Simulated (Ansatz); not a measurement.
**BeAs+ (triplet): from Hartree-Fock to the top rungs at distance As1–Be2 = 2.972 Å, cc-pVDZ**

How much of the correlation energy of BeAs+ (triplet) does each wave-function method recover here?

Method: cc-pVDZ, core rule «outside noble gas», up to 15 orbitals frozen; program: Ansatz 0.2.0, Gaussian basis.

Plan: UHF; CCSD(T) on ROHF; CCSD(T) on UHF; BCCD(T) on ROHF; CISD; CCSDT(Q) on ROHF; CCSDT(Q) on UHF; CASSCF and MRCISD+Q, 4 electrons in 4 orbitals; CASSCF and NEVPT2, 4 electrons in 4 orbitals; Full CI.

52 further runs of the same task are left out: 25 for a known fault of the program, 2 for a mislabelled method, 20 that didn't finish, 5 set aside as unsound or not needed.

### 1 What is computed

The geometry derives from a PBE0/def2-TZVP stationary point (not a proven minimum). One bond is set to the value named and the two fragments are kept rigid. No spin-orbit coupling is included. The filled d shell of As may be among the frozen orbitals whatever the setting's name suggests; the logs give the count.

2 atoms, charge 1, spin multiplicity 3.

Atoms are counted from 1 here; the program's logs count them from 0.

No contacts short enough for the rule that draws bonds.

### 2 UHF

in.yaml

```yaml
crystal:
  periodic: [false, false, false]
  atoms:
    - {symbol: As, position_ang: [0.000000, 0.000000, 0.000000]}
    - {symbol: Be, position_ang: [0.000000, 0.000000, 2.972000]}
basis:
  gaussian: {orbitals: cc-pVDZ}
total_charge: 1
magnetization: {spin_polarized: true, initial_magnetization: 2}
hamiltonian: {xc: hf}
output: {orbitals: {seedname: orbitals}}
```

On the command line:

```sh
$ ansatz run in.yaml --threads 1 --pin off --events-out ev --progress --plain --max-ram 2393MiB
```

Further steps of the session: CCSD(T) on ROHF; CCSD(T) on UHF; BCCD(T) on ROHF; CISD; CCSDT(Q) on ROHF; CCSDT(Q) on UHF; CASSCF and MRCISD+Q, 4 electrons in 4 orbitals; CASSCF and NEVPT2, 4 electrons in 4 orbitals; Full CI.

Before running them: what should the planned runs give, taken together? Wanted: FCI below the RHF energy; RMP2 from FCI; UMP2 from FCI; RCCSD from FCI; RCCSD(T) from FCI; UCCSD(T) from FCI; RCCSDT(Q) from FCI; UCCSDT(Q) from FCI; NEVPT2 pair from FCI.

As calculated:

| quantity | value |
| --- | --- |
| FCI below the RHF energy | -3.2426 eV |
| RMP2 from FCI | +92.4 kJ/mol |
| UMP2 from FCI | +77.8 kJ/mol |
| RCCSD from FCI | +14.5 kJ/mol |
| RCCSD(T) from FCI | +4.3 kJ/mol |
| UCCSD(T) from FCI | +4.7 kJ/mol |
| RCCSDT(Q) from FCI | +0.1 kJ/mol |
| UCCSDT(Q) from FCI | -0.7 kJ/mol |
| NEVPT2 pair from FCI | +57.4 kJ/mol |
| MRCISD+Q pair from FCI | 0.0 kJ/mol |
| levels within 1 kcal/mol (43 meV) | RCCSDT, UCCSDT, RCCSDT(Q), UCCSDT(Q), MRCISD+Q pair |
| T1 diagnostic | 0.070 |
| effectively unpaired electrons | 2.35 |

RCCSD(T) lands +4.3 kJ/mol from the yardstick (1.4 % of the correlation energy). UCCSDT(Q) falls below full CI: unrestricted runs freeze a spin-polarised core, another one than full CI's, and coupled cluster isn't variational. The occupations show some static correlation. Of the multireference levels listed MRCISD+Q pair comes nearest in total energy (0.0 kJ/mol), which doesn't show that its space is the better one. These misses are within one basis, not against nature; the frozen cores of restricted and unrestricted runs differ, which can shift their rows.
